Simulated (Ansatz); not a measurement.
# ClH4NSn: the cost of one run

The runs use Ansatz 0.2.0, Gaussian basis; RKS PBE0-D4/def2-TZVP.

The runs, in order: relaxation at PBE0-D4/def2-TZVP.

1 further run of the same task is left out (set aside as unsound or not needed).

### 1 The starting structure

SMILES `[NH2][SnH2][Cl]`, 7 atoms, charge 0, spin multiplicity 1.

Atoms are counted from 1 here; the program's logs count them from 0.

Bond lengths: N1–Sn2 2.007 Å, N1–H4 1.012 Å, N1–H5 1.012 Å, Sn2–Cl3 2.307 Å, Sn2–H6 1.682 Å, Sn2–H7 1.674 Å. Angles: Sn2–N1–H4 114.8°, Sn2–N1–H5 114.2°, H4–N1–H5 106.8°, N1–Sn2–Cl3 109.4°, N1–Sn2–H6 108.3°, N1–Sn2–H7 107.2°, Cl3–Sn2–H6 110.4°, Cl3–Sn2–H7 109.3°, H6–Sn2–H7 112.1°.

Coordinates:

| atom | x (Å) | y (Å) | z (Å) |
| --- | --- | --- | --- |
| N1 | -0.6070 | -0.2330 | -1.1256 |
| Sn2 | 0.2989 | 0.4388 | 0.5350 |
| Cl3 | 1.1652 | -1.3466 | 1.7123 |
| H4 | -1.5101 | -0.6635 | -0.9720 |
| H5 | -0.0563 | -0.8918 | -1.6608 |
| H6 | -0.8396 | 1.2561 | 1.4642 |
| H7 | 1.5491 | 1.4399 | 0.0468 |

The start is a GFN2-xTB geometry. Sn takes the def2 core potential; no spin-orbit term is included.

### 2 Geometry optimisation, PBE0-D4/def2-TZVP

in.yaml reads:

```yaml
crystal:
  periodic: [false, false, false]
  atoms:
    - {symbol: N, position_ang: [-0.607000, -0.233020, -1.125590]}
    - {symbol: Sn, position_ang: [0.298880, 0.438840, 0.535030]}
    - {symbol: Cl, position_ang: [1.165180, -1.346570, 1.712310]}
    - {symbol: H, position_ang: [-1.510140, -0.663510, -0.971980]}
    - {symbol: H, position_ang: [-0.056340, -0.891780, -1.660810]}
    - {symbol: H, position_ang: [-0.839640, 1.256130, 1.464220]}
    - {symbol: H, position_ang: [1.549070, 1.439910, 0.046840]}
basis:
  gaussian: {orbitals: def2-TZVP}
hamiltonian: {xc: pbe0, dispersion: d4}
relax: {f_tol: 0.005, max_steps: 150}
```

Run with:

```sh
> ansatz run in.yaml --threads 2 --pin off --events-out ev --progress --plain --max-ram 22528MiB --backend cpu
```

What time and memory should one allow on 2 threads of AMD EPYC 7R13, shared host?

About 16 s, with a peak of 0.36 GiB.
